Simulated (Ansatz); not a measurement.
# FH5N2Si: the cost of one run

Program: Ansatz 0.2.0. Level of theory: RKS PBE-D4/def2-SVP. These are calculated values, not measurements.

**1. The structure to begin with**

Bond lengths: N1–Si2 1.607 Å, Si2–N3 1.663 Å, Si2–F4 1.560 Å, N1–H5 1.061 Å, N1–H6 1.043 Å, Si2–H7 1.497 Å, N3–H8 1.033 Å, N3–H9 0.992 Å. Angles: N1–Si2–N3 96.3°, N1–Si2–F4 111.7°, N1–Si2–H7 112.6°, N3–Si2–F4 108.7°, N3–Si2–H7 113.7°, F4–Si2–H7 112.7°, Si2–N1–H5 110.8°, Si2–N1–H6 111.6°, H5–N1–H6 103.0°, Si2–N3–H8 106.6°, Si2–N3–H9 109.4°, H8–N3–H9 108.9°.

Structure file:

```xyz
9

N    -0.8185    0.8818   -0.4076
Si    0.3865   -0.1818   -0.3997
N     0.2653   -0.5821    1.2102
F     0.0504   -1.4419   -1.2558
H    -0.9326    1.3147   -1.3690
H    -0.6084    1.7053    0.1971
H     1.6998    0.4336   -0.7686
H     0.7367   -1.4938    1.3229
H    -0.6907   -0.6821    1.4535
```

**2. Relaxing end A**

The input, input.yaml:

```yaml
crystal:
  periodic: [false, false, false]
  atoms:
    - { symbol: "N", position_ang: [-0.8185, 0.8818, -0.4076] }
    - { symbol: Si, position_ang: [0.3865, -0.1818, -0.3997] }
    - { symbol: "N", position_ang: [0.2653, -0.5821, 1.2102] }
    - { symbol: F, position_ang: [0.0504, -1.4419, -1.2558] }
    - { symbol: H, position_ang: [-0.9326, 1.3147, -1.369] }
    - { symbol: H, position_ang: [-0.6084, 1.7053, 0.1971] }
    - { symbol: H, position_ang: [1.6998, 0.4336, -0.7686] }
    - { symbol: H, position_ang: [0.7367, -1.4938, 1.3229] }
    - { symbol: H, position_ang: [-0.6907, -0.6821, 1.4535] }
basis:
  gaussian: { orbitals: def2-SVP }
hamiltonian:
  xc: pbe
  dispersion: d4
relax:
  f_tol: 0.015
  max_steps: 40
```

Launch:

```
$ ansatz run input.yaml --threads 1 --pin off --max-ram 2048MiB --backend cpu --events-out ev --progress --plain --runs-dir out
```

Q: Estimate wall time and peak memory on 1 thread of Arm Neoverse V1, shared host.

About 28 s, with a peak of 0.12 GiB.
